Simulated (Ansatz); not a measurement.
# FH₃O₃Si + H₂: a complex and its separated parts, part 2 of 2

Ansatz 0.2.0, Gaussian basis. The steps go on from the part before.

## Step 13: CAM-B3LYP-D4/def2-TZVPP

The inputs:

parta/in.yaml

```yaml
crystal:
  periodic: [false, false, false]
  atoms:
    - {symbol: Si, position_ang: [-0.293603, 0.510202, 0.389725]}
    - {symbol: F, position_ang: [1.206140, 0.868693, -0.015253]}
    - {symbol: O, position_ang: [-0.406377, -1.085273, 0.639663]}
    - {symbol: O, position_ang: [-1.284972, 0.950719, -0.811870]}
    - {symbol: O, position_ang: [-0.680064, 1.308769, 1.743829]}
    - {symbol: H, position_ang: [-0.183874, -1.677545, -0.079322]}
    - {symbol: H, position_ang: [-1.299648, 1.870338, -1.078876]}
    - {symbol: H, position_ang: [-0.153565, 1.158481, 2.529589]}
basis:
  gaussian: {orbitals: def2-TZVPP}
hamiltonian: {xc: {name: CAM-B3LYP}, dispersion: d4}
```

partb/in.yaml

```yaml
crystal:
  periodic: [false, false, false]
  atoms:
    - {symbol: H, position_ang: [1.396911, -2.258794, -1.808475]}
    - {symbol: H, position_ang: [1.698952, -1.645792, -1.508911]}
basis:
  gaussian: {orbitals: def2-TZVPP}
hamiltonian: {xc: {name: CAM-B3LYP}, dispersion: d4}
```

One command serves all of them, each in its own folder.

On the command line:

```console
$ ansatz run in.yaml --threads 4 --pin off --events-out ev --progress --plain --max-ram 9574MiB
```

parta printed (excerpt; [...] marks lines left out):

```text
Functional definition: CAM-B3LYP
  name "CAM-B3LYP"
  cite "Yanai, Tew & Handy, Chem. Phys. Lett. 393, 51 (2004) doi:10.1016/j.cplett.2004.06.011"
  cite "Iikura, Tsuneda, Yanai & Hirao, J. Chem. Phys. 115, 3540 (2001) doi:10.1063/1.1383587"
  cite "Becke, Phys. Rev. A 38, 3098 (1988) doi:10.1103/PhysRevA.38.3098"
  cite "Lee, Yang & Parr, Phys. Rev. B 37, 785 (1988) doi:10.1103/PhysRevB.37.785"
[...]
  # Exact exchange under (alpha + beta erf(omega r))/r, Becke's under what is left of 1/r.
[...]
1077 factors; their error is unknown
243 factors; integrals over basis functions are off by at most 1.1e-5 eV
[...]
mean field -16793.22224388 eV, -617.1395346076 hartree, gradient 1.7e-5 eV, S^2 0.000000; 0 other end points of the search recorded, 0 dependent functions left out
reference -16793.22235022 eV, -617.1395385158 hartree; 25, 25 occupied and 183, 183 virtual orbitals, 1077 factors
Total energy: -16793.34848939 eV, -617.1441740447 hartree
```

Output in partb (excerpt; [...] marks lines left out):

```text
[... 6 set-up lines as earlier in the session ...]
[...]
  # Exact exchange under (alpha + beta erf(omega r))/r, Becke's under what is left of 1/r.
[...]
118 factors; their error is unknown
42 factors; integrals over basis functions are off by at most 6.3e-5 eV
[...]
mean field -31.88030454 eV, -1.1715795825 hartree, gradient 6.4e-5 eV, S^2 0.000000; 0 other end points of the search recorded, 0 dependent functions left out
reference -31.88037447 eV, -1.1715821527 hartree; 1, 1 occupied and 27, 27 virtual orbitals, 118 factors
Total energy: -31.88188787 eV, -1.1716377689 hartree
```

Times: 1.8 s (parta), 0.1 s (partb) on 4 threads of Arm Neoverse V2, shared host.

## Step 14: wB97X-V/def2-TZVPP

The same edit goes into each in.yaml of step 13 (parta, partb):

```diff
-hamiltonian: {xc: {name: CAM-B3LYP}, dispersion: d4}
+hamiltonian: {xc: {name: wB97X-V}}
```

Each run has its own folder and the same command.

On the command line:

```console
$ ansatz run in.yaml --threads 4 --pin off --events-out ev --progress --plain --max-ram 9574MiB
```

Log of parta (excerpt; [...] marks lines left out):

```text
Functional definition: wB97X-V
  name "wB97X-V"
  cite "Mardirossian & Head-Gordon, Phys. Chem. Chem. Phys. 16, 9904 (2014) doi:10.1039/C3CP54374A"
[... 2 set-up lines as earlier in the session ...]
[...]
      + integral(e_c_pw_opposite_spin*poly(b97_u_opposite, cos0, cos1)) + vv10(b, c)
1077 factors; their error is unknown
223 factors; integrals over basis functions are off by at most 6.6e-6 eV
[...]
mean field -16790.98961334 eV, -617.0574869486 hartree, gradient 3.6e-5 eV, S^2 0.000000; 0 other end points of the search recorded, 0 dependent functions left out
reference -16790.98961166 eV, -617.0574868868 hartree; 25, 25 occupied and 183, 183 virtual orbitals, 1077 factors
Total energy: -16790.98961166 eV, -617.0574868868 hartree
```

Log of partb (excerpt; [...] marks lines left out):

```text
[... 5 set-up lines as earlier in the session ...]
[...]
      + integral(e_c_pw_opposite_spin*poly(b97_u_opposite, cos0, cos1)) + vv10(b, c)
118 factors; their error is unknown
42 factors; integrals over basis functions are off by at most 3.0e-5 eV
[...]
mean field -31.90860209 eV, -1.1726194984 hartree, gradient 8.8e-5 eV, S^2 0.000000; 0 other end points of the search recorded, 0 dependent functions left out
reference -31.90860109 eV, -1.1726194617 hartree; 1, 1 occupied and 27, 27 virtual orbitals, 118 factors
Total energy: -31.90860109 eV, -1.1726194617 hartree
```

Wall times: 3.8 s (parta), 0.15 s (partb) on 4 threads of Arm Neoverse V2, shared host; peak memory 0.59 GiB.

## Step 15: wB97M-V/def2-TZVPP

Each input of step 14 (parta, partb) changes in the same lines:

```diff
-hamiltonian: {xc: {name: wB97X-V}}
+hamiltonian: {xc: {name: wB97M-V}}
```

Each run has its own folder and the same command.

On the command line:

```console
$ ansatz run in.yaml --threads 4 --pin off --events-out ev --progress --plain --max-ram 9574MiB
```

parta printed (excerpt; [...] marks lines left out):

```text
Functional definition: wB97M-V
  name "wB97M-V"
  cite "Mardirossian & Head-Gordon, J. Chem. Phys. 144, 214110 (2016) doi:10.1063/1.4952647"
[... 2 set-up lines as earlier in the session ...]
  # Of w^i u^j: cxij and so on, Table III.
[...]
  gx(w, u) = 1 - cx + cx01*u + cx10*w
[...]
      + integral(e_c_pw_mod_opposite_spin*gos(b97_w_opposite, b97_u_opposite)) + vv10(b, c)
1077 factors; their error is unknown
223 factors; integrals over basis functions are off by at most 6.6e-6 eV
[...]
mean field -16792.56968732 eV, -617.1155535964 hartree, gradient 2.7e-5 eV, S^2 0.000000; 0 other end points of the search recorded, 0 dependent functions left out
reference -16792.56972878 eV, -617.1155551202 hartree; 25, 25 occupied and 183, 183 virtual orbitals, 1077 factors
Total energy: -16792.56972878 eV, -617.1155551202 hartree
```

Log of partb (excerpt; [...] marks lines left out):

```text
[... 5 set-up lines as earlier in the session ...]
  # Of w^i u^j: cxij and so on, Table III.
[...]
  gx(w, u) = 1 - cx + cx01*u + cx10*w
[...]
      + integral(e_c_pw_mod_opposite_spin*gos(b97_w_opposite, b97_u_opposite)) + vv10(b, c)
118 factors; their error is unknown
42 factors; integrals over basis functions are off by at most 3.0e-5 eV
[...]
mean field -31.60111922 eV, -1.1613197114 hartree, gradient 7.3e-6 eV, S^2 0.000000; 0 other end points of the search recorded, 0 dependent functions left out
reference -31.60114348 eV, -1.1613206028 hartree; 1, 1 occupied and 27, 27 virtual orbitals, 118 factors
Total energy: -31.60114348 eV, -1.1613206028 hartree
```

They took 4.2 s (parta), 0.15 s (partb) on 4 threads of Arm Neoverse V2, shared host; peak memory 0.61 GiB.

## Step 16: B2PLYP/def2-TZVPP

Each input of step 15 (parta, partb) changes in the same lines:

```diff
-hamiltonian: {xc: {name: wB97M-V}}
+hamiltonian: {xc: {name: B2PLYP}}
```

One command serves all of them, each in its own folder.

On the command line:

```console
$ ansatz run in.yaml --threads 4 --pin off --events-out ev --progress --plain --max-ram 9574MiB
```

parta printed (excerpt; [...] marks lines left out):

```text
Functional definition: B2PLYP
  name "B2PLYP"
  cite "Grimme, J. Chem. Phys. 124, 034108 (2006) doi:10.1063/1.2148954"
[... 2 set-up lines as earlier in the session ...]
[...]
1296 factors; integrals over basis functions are off by at most 1.2e-3 eV
[...]
mean field -16777.51198917 eV, -616.5621933957 hartree, gradient 9.5e-6 eV, S^2 0.000000; 0 other end points of the search recorded, 0 dependent functions left out
9 core orbitals not correlated: weight in the atoms' cores, before any rotation towards them, 1.000 or more for the frozen orbitals, at most 0.000 for the correlated occupied ones
reference -16777.51212353 eV, -616.5621983335 hartree; 16, 16 occupied and 183, 183 virtual orbitals, 1296 factors
second order -34.98859165 eV of doubles, -0.00000000 eV of singles
Total energy: -16786.95904327 eV, -616.9093662307 hartree
```

Log of partb (excerpt; [...] marks lines left out):

```text
[... 5 set-up lines as earlier in the session ...]
[...]
145 factors; integrals over basis functions are off by at most 7.3e-4 eV
[...]
mean field -31.55849791 eV, -1.1597534071 hartree, gradient 1.1e-6 eV, S^2 0.000000; 0 other end points of the search recorded, 0 dependent functions left out
reference -31.55858732 eV, -1.1597566930 hartree; 1, 1 occupied and 27, 27 virtual orbitals, 145 factors
second order -1.02365937 eV of doubles, -0.00000000 eV of singles
Total energy: -31.83497535 eV, -1.1699137657 hartree
```

Times: 2.6 s (parta), 0.1 s (partb) on 4 threads of Arm Neoverse V2, shared host.

## Step 17: PBE-QIDH/def2-TZVPP

Each input of step 16 (parta, partb) changes in the same lines:

```diff
-hamiltonian: {xc: {name: B2PLYP}}
+hamiltonian: {xc: {name: PBE-QIDH}}
```

The same command starts each run, in its folder.

On the command line:

```console
$ ansatz run in.yaml --threads 4 --pin off --events-out ev --progress --plain --max-ram 9574MiB
```

parta printed (excerpt; [...] marks lines left out):

```text
Functional definition: PBE-QIDH
  name "PBE-QIDH"
  cite "Brémond, Sancho-García, Pérez-Jiménez & Adamo, J. Chem. Phys. 141, 031101 (2014) doi:10.1063/1.4890314"
[... 1 set-up line as earlier in the session ...]
[...]
1296 factors; integrals over basis functions are off by at most 1.2e-3 eV
[...]
mean field -16768.80893999 eV, -616.2423622377 hartree, gradient 2.3e-6 eV, S^2 0.000000; 0 other end points of the search recorded, 0 dependent functions left out
9 core orbitals not correlated: weight in the atoms' cores, before any rotation towards them, 1.000 or more for the frozen orbitals, at most 0.000 for the correlated occupied ones
reference -16768.80894956 eV, -616.2423625893 hartree; 16, 16 occupied and 183, 183 virtual orbitals, 1296 factors
second order -32.65404905 eV of doubles, -0.00000000 eV of singles
Total energy: -16779.69363257 eV, -616.6423673122 hartree
```

partb printed (excerpt; [...] marks lines left out):

```text
[... 4 set-up lines as earlier in the session ...]
[...]
145 factors; integrals over basis functions are off by at most 7.3e-4 eV
[...]
mean field -31.52725777 eV, -1.1586053529 hartree, gradient 1.4e-6 eV, S^2 0.000000; 0 other end points of the search recorded, 0 dependent functions left out
reference -31.52726418 eV, -1.1586055888 hartree; 1, 1 occupied and 27, 27 virtual orbitals, 145 factors
second order -0.95920207 eV of doubles, -0.00000000 eV of singles
Total energy: -31.84699821 eV, -1.1703555975 hartree
```

Times: 2.7 s (parta), 0.1 s (partb) on 4 threads of Arm Neoverse V2, shared host.

## Step 18: RPA on PBE/def2-TZVPP

Each input of step 17 (parta, partb) changes in the same lines:

```diff
-hamiltonian: {xc: {name: PBE-QIDH}}
+hamiltonian: {xc: pbe}
+correlation: {method: rpa}
```

One command serves all of them, each in its own folder.

On the command line:

```console
$ ansatz run in.yaml --threads 4 --pin off --events-out ev --progress --plain --max-ram 9574MiB
```

Log of parta (excerpt; [...] marks lines left out):

```text
[... 4 set-up lines as earlier in the session ...]
[...]
1296 factors; integrals over basis functions are off by at most 1.2e-3 eV
[...]
mean field -16782.03300245 eV, -616.7283375696 hartree, gradient 6.0e-6 eV, S^2 0.000000; 0 other end points of the search recorded, 0 dependent functions left out
9 core orbitals not correlated: weight in the atoms' cores, before any rotation towards them, 1.000 or more for the frozen orbitals, at most 0.000 for the correlated occupied ones
reference -16736.78946345 eV, -615.0656681786 hartree; 16, 16 occupied and 183, 183 virtual orbitals, 1296 factors
Total energy: -16781.12273603 eV, -616.6948858955 hartree
```

Log of partb (excerpt; [...] marks lines left out):

```text
[... 4 set-up lines as earlier in the session ...]
[...]
145 factors; integrals over basis functions are off by at most 7.3e-4 eV
[...]
mean field -31.73221382 eV, -1.1661373489 hartree, gradient 1.4e-6 eV, S^2 0.000000; 0 other end points of the search recorded, 0 dependent functions left out
reference -30.80641032 eV, -1.1321146978 hartree; 1, 1 occupied and 27, 27 virtual orbitals, 145 factors
Total energy: -32.86230605 eV, -1.2076674726 hartree
```

They took 2.7 s (parta), 0.1 s (partb) on 4 threads of Arm Neoverse V2, shared host.

## Step 19: CCSD(T)/def2-TZVPP

The same edit goes into each in.yaml of step 18 (parta, partb):

```diff
-hamiltonian: {xc: pbe}
-correlation: {method: rpa}
+correlation: {method: ccsd_t}
```

One command serves all of them, each in its own folder.

On the command line:

```console
$ ansatz run in.yaml --threads 4 --pin off --events-out ev --progress --plain --max-ram 9574MiB
```

Output in parta (excerpt; [...] marks lines left out):

```text
Functional definition: HF
  name "HF"
  cite "Fock, Z. Phys. 61, 126 (1930) doi:10.1007/BF01340294"
[... 1 set-up line as earlier in the session ...]
[...]
1296 factors; integrals over basis functions are off by at most 1.2e-3 eV
[...]
mean field -16738.44190848 eV, -615.1263944131 hartree, gradient 2.8e-6 eV, S^2 0.000000; 0 other end points of the search recorded, 0 dependent functions left out
9 core orbitals not correlated: weight in the atoms' cores, before any rotation towards them, 1.000 or more for the frozen orbitals, at most 0.000 for the correlated occupied ones
reference -16738.44190848 eV, -615.1263944131 hartree; 16, 16 occupied and 183, 183 virtual orbitals, 1296 factors
second order -29.38952280 eV of doubles, -0.00000000 eV of singles
cycle   1  -28.98225295 eV  change    4.1e-1 eV  update   9.9e-2
[...]
cycle   9  -29.63498693 eV  change    3.1e-6 eV  update   9.7e-6
perturbative correction -0.96078570 eV, -0.0353082233 hartree
Total energy: -16769.03768111 eV, -616.2507683189 hartree
```

Output in partb (excerpt; [...] marks lines left out):

```text
[... 4 set-up lines as earlier in the session ...]
[...]
145 factors; integrals over basis functions are off by at most 7.3e-4 eV
[...]
mean field -30.82771360 eV, -1.1328975791 hartree, gradient 4.2e-7 eV, S^2 0.000000; 0 other end points of the search recorded, 0 dependent functions left out
reference -30.82771360 eV, -1.1328975791 hartree; 1, 1 occupied and 27, 27 virtual orbitals, 145 factors
second order -0.86257283 eV of doubles, -0.00000000 eV of singles
cycle   1  -1.00722652 eV  change   -1.4e-1 eV  update   2.6e-2
[...]
cycle   7  -1.07307269 eV  change    5.9e-7 eV  update   4.1e-7
perturbative correction 0.00000000 eV, 0.0000000000 hartree
Total energy: -31.90078629 eV, -1.1723322730 hartree
```

They took 62 s (parta), 0.1 s (partb) on 4 threads of Arm Neoverse V2, shared host; peak memory 3 GiB.

## Step 20: Vibrations of FH₃O₃Si

vib-parta/in.yaml

```yaml
crystal:
  periodic: [false, false, false]
  atoms:
    - {symbol: Si, position_ang: [-0.293603, 0.510202, 0.389725]}
    - {symbol: F, position_ang: [1.206140, 0.868693, -0.015253]}
    - {symbol: O, position_ang: [-0.406377, -1.085273, 0.639663]}
    - {symbol: O, position_ang: [-1.284972, 0.950719, -0.811870]}
    - {symbol: O, position_ang: [-0.680064, 1.308769, 1.743829]}
    - {symbol: H, position_ang: [-0.183874, -1.677545, -0.079322]}
    - {symbol: H, position_ang: [-1.299648, 1.870338, -1.078876]}
    - {symbol: H, position_ang: [-0.153565, 1.158481, 2.529589]}
basis:
  gaussian: {orbitals: def2-TZVP}
hamiltonian: {xc: pbe0, dispersion: d4}
phonons: {temperatures: {t_min: 298.15, t_max: 900, t_step: 200}}
```

On the command line:

```console
$ ansatz run in.yaml --threads 4 --pin off --events-out ev --progress --plain --max-ram 9574MiB
```

Output (excerpt; [...] marks lines left out):

```text
[... 5 set-up lines as earlier in the session ...]
[...]
1009 factors; their error is unknown
[...]
mean field -16782.70424734 eV, -616.7530053641 hartree, gradient 3.6e-5 eV, S^2 0.000000; 0 other end points of the search recorded, 0 dependent functions left out
[...]
Atom 5 at    -0.183874    -1.677545    -0.079322 Å, force    -0.000054    -0.000043     0.000648 eV/Å
Atom 6 at    -1.299648     1.870338    -1.078876 Å, force     0.000096    -0.000019     0.000118 eV/Å
Atom 7 at    -0.153565     1.158481     2.529589 Å, force    -0.000046    -0.000084    -0.000131 eV/Å
Dipole moment:     0.114882     0.028055    -0.031638 e Å
Vibrations: 128.66 129.66 252.73 302.84 303.10 371.33 371.37 380.41 774.43 812.49 812.66 830.58 946.86 1024.09 1024.28 3934.27 3934.42 3936.32 cm⁻¹, zero-point energy 1.256611 eV
```

Wall time 60 s (4 threads of Arm Neoverse V2, shared host).

Wavenumbers and character of the modes:

| mode | wavenumber (cm⁻¹) | character |
| --- | --- | --- |
| 1 | 129 | torsion |
| 2 | 130 | torsion |
| 3 | 253 | torsion |
| 4 | 303 | bend with torsion |
| 5 | 303 | bend with torsion |
| 6 | 371 | bend with torsion |
| 7 | 371 | bend with torsion |
| 8 | 380 | torsion with bend |
| 9 | 774 | Si–O and Si–F stretch |
| 10 | 812 | bend |
| 11 | 813 | bend |
| 12 | 831 | bend |
| 13 | 947 | Si–F and Si–O stretch |
| 14 | 1024 | Si–O stretch |
| 15 | 1024 | Si–O stretch |
| 16 | 3934 | O–H stretch |
| 17 | 3934 | O–H stretch |
| 18 | 3936 | O–H stretch |

Vibrational sums (real modes only):

| T (K) | entropy (J/mol/K) | heat capacity (J/mol/K) |
| --- | --- | --- |
| 298 | 61.5 | 72.0 |
| 498 | 105.2 | 97.2 |
| 698 | 140.2 | 109.3 |
| 898 | 168.6 | 116.3 |

## Step 21: Vibrations of H₂

vib-partb/in.yaml

```yaml
crystal:
  periodic: [false, false, false]
  atoms:
    - {symbol: H, position_ang: [1.396911, -2.258794, -1.808475]}
    - {symbol: H, position_ang: [1.698952, -1.645792, -1.508911]}
basis:
  gaussian: {orbitals: def2-TZVP}
hamiltonian: {xc: pbe0, dispersion: d4}
phonons: {temperatures: {t_min: 298.15, t_max: 900, t_step: 200}}
```

On the command line:

```console
$ ansatz run in.yaml --threads 4 --pin off --events-out ev --progress --plain --max-ram 9574MiB
```

Output (excerpt; [...] marks lines left out):

```text
[... 5 set-up lines as earlier in the session ...]
[...]
88 factors; their error is unknown
[...]
mean field -31.78865273 eV, -1.1682114407 hartree, gradient 1.8e-5 eV, S^2 0.000000; 0 other end points of the search recorded, 0 dependent functions left out
[...]
reference -31.78855256 eV, -1.1682077596 hartree; 1, 1 occupied and 11, 11 virtual orbitals, 88 factors
Total energy: -31.79027514 eV, -1.1682710632 hartree
Atom 0 at     1.396911    -2.258794    -1.808475 Å, force     0.000477     0.000968     0.000473 eV/Å
Atom 1 at     1.698952    -1.645792    -1.508911 Å, force    -0.000477    -0.000968    -0.000473 eV/Å
Dipole moment:    -0.000000    -0.000000    -0.000000 e Å
Vibrations: 4414.61 cm⁻¹, zero-point energy 0.273671 eV
```

Wall time 0.2 s (4 threads of Arm Neoverse V2, shared host).

Wavenumbers and character of the modes:

| mode | wavenumber (cm⁻¹) | character |
| --- | --- | --- |
| 1 | 4415 | H–H stretch |

Vibrational sums (real modes only):

| T (K) | entropy (J/mol/K) | heat capacity (J/mol/K) |
| --- | --- | --- |
| 298 | 0.0 | 0.0 |
| 498 | 0.0 | 0.0 |
| 698 | 0.0 | 0.1 |
| 898 | 0.1 | 0.4 |

## Step 22: Complex less separated parts

The complex's own energies come from single points at the same levels.

Rows are in def2-TZVPP; times add the 3 runs of a level on a shared host, so small differences are noise.

| method | rung | complex less parts (kJ/mol) | from CCSD(T) (kJ/mol) | time |
| --- | --- | --- | --- | --- |
| SPW92 | LDA | -8.3 | -5.1 | 1.6 s |
| PBE-D4 | GGA | -5.5 | -2.3 | 2.5 s |
| BLYP-D4 | GGA | -3.9 | -0.7 | 2.7 s |
| r2SCAN-D4 | meta-GGA | -3.6 | -0.4 | 5.2 s |
| B97M-V | meta-GGA | -3.9 | -0.7 | 11 s |
| PBE0-D4 | hybrid | -4.7 | -1.5 | 3.4 s |
| B3LYP-D4 | hybrid | -4.1 | -0.9 | 3.6 s |
| r2SCAN0-D4 | hybrid | -3.7 | -0.5 | 6 s |
| BHLYP-D4 | hybrid | -4.3 | -1.1 | 3.2 s |
| CAM-B3LYP-D4 | range-separated hybrid | -4.6 | -1.4 | 3.9 s |
| wB97X-V | range-separated hybrid | -4.2 | -1.0 | 8.7 s |
| wB97M-V | range-separated hybrid | -3.9 | -0.7 | 9.9 s |
| B2PLYP | double hybrid | -2.1 | +1.1 | 5.9 s |
| PBE-QIDH | double hybrid | -2.8 | +0.4 | 6.3 s |
| RPA on PBE | RPA | -2.2 | +1.0 | 6.2 s |
| Hartree-Fock | wavefunction | 0.3 | +3.5 |  |
| MP2 | wavefunction | -3.0 | +0.2 |  |
| CCSD | wavefunction | -2.7 | +0.5 |  |
| CCSD(T) | wavefunction | -3.2 | 0 | 3.1 min |

Among the levels timed on like hardware and quicker than the yardstick, those that no quicker one beats, quickest first: SPW92 (1.6 s, -5.1 kJ/mol); PBE-D4 (2.5 s, -2.3 kJ/mol); BLYP-D4 (2.7 s, -0.7 kJ/mol); r2SCAN-D4 (5.2 s, -0.4 kJ/mol); PBE-QIDH (6.3 s, +0.4 kJ/mol).

For cost: PBE-QIDH gets within 0.4 kJ/mol in 6.3 s, where CCSD(T) took 3.1 min; the quickest level in the cost chart, SPW92, takes 1.6 s and misses by 5.1 kJ/mol.

The complex's zero-point energy, from a separate PBE0-D4 run, is 1.576 eV.

## Step 23: Summary of results

What follows sums up all 2 parts.

```
                              quantity        value
complex less parts, CCSD(T)/def2-TZVPP  -3.2 kJ/mol
                with zero-point energy  +1.2 kJ/mol
                 largest T1 diagnostic        0.011
```

At CCSD(T) the complex lies 3.2 kJ/mol below its parts. PBE-QIDH is the best functional here (+0.4 kJ/mol from CCSD(T)); SPW92 is the worst (-5.1 kJ/mol). r2SCAN-D4 is as near within the digits shown. By rung, the mean size of the error is: LDA 5.1, GGA 1.5, meta-GGA 0.5, hybrid 1.0, range-separated hybrid 1.0, double hybrid 0.7 kJ/mol. PBE-D4 gives a relative energy 2.3 kJ/mol too low, an error of 72 % of the reference. No counterpoise was applied, and triple zeta lacks some correlation, so the CCSD(T) reference has a basis error of its own, and close matches with it are partly luck.
